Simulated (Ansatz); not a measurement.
# BCl2FH: the cost of one run

All numbers below are computed with Ansatz 0.2.0 (UHF/def2-SVP).

## Step 1: The starting structure

Bond lengths: B1–Cl3 1.860 Å, B1–Cl4 1.860 Å. Angles: Cl3–B1–Cl4 120.0°.

As a file:

```xyz
5

B     0.0000    0.0000    0.0000
H     0.0000    0.0000    1.4400
Cl    1.6108    0.0000   -0.9300
Cl   -1.6108    0.0000   -0.9300
F     0.0000    0.0000    2.6600
```

## Step 2: Pulling towards end A

Springs on the bonds that form and break draw the guess towards this end; the thresholds are loose.

File input.yaml:

```yaml
crystal:
  periodic: [false, false, false]
  atoms:
    - { symbol: B, position_ang: [0.0, 0.0, 0.0] }
    - { symbol: H, position_ang: [0.0, 0.0, 1.44] }
    - { symbol: Cl, position_ang: [1.6108, 0.0, -0.93] }
    - { symbol: Cl, position_ang: [-1.6108, 0.0, -0.93] }
    - { symbol: F, position_ang: [0.0, 0.0, 2.66] }
magnetization:
  spin_polarized: true
  initial_magnetization: 1
basis:
  gaussian: { orbitals: def2-SVP }
hamiltonian:
  xc: hf
relax:
  f_tol: 0.15
  max_steps: 25
  restrain:
    - { distance: [1, 4], at: 2.12, k: 30.0 }
    - { distance: [0, 1], at: 1.19, k: 30.0 }
output:
  orbitals: {}
```

On the command line:

```bash
ansatz run input.yaml --threads 1 --pin off --max-ram 2048MiB --backend cpu --events-out ev --progress --plain --runs-dir out
```

What time and memory should one allow on 1 thread of Arm Neoverse V1, shared host?

About 15 s, with a peak of 0.16 GiB.
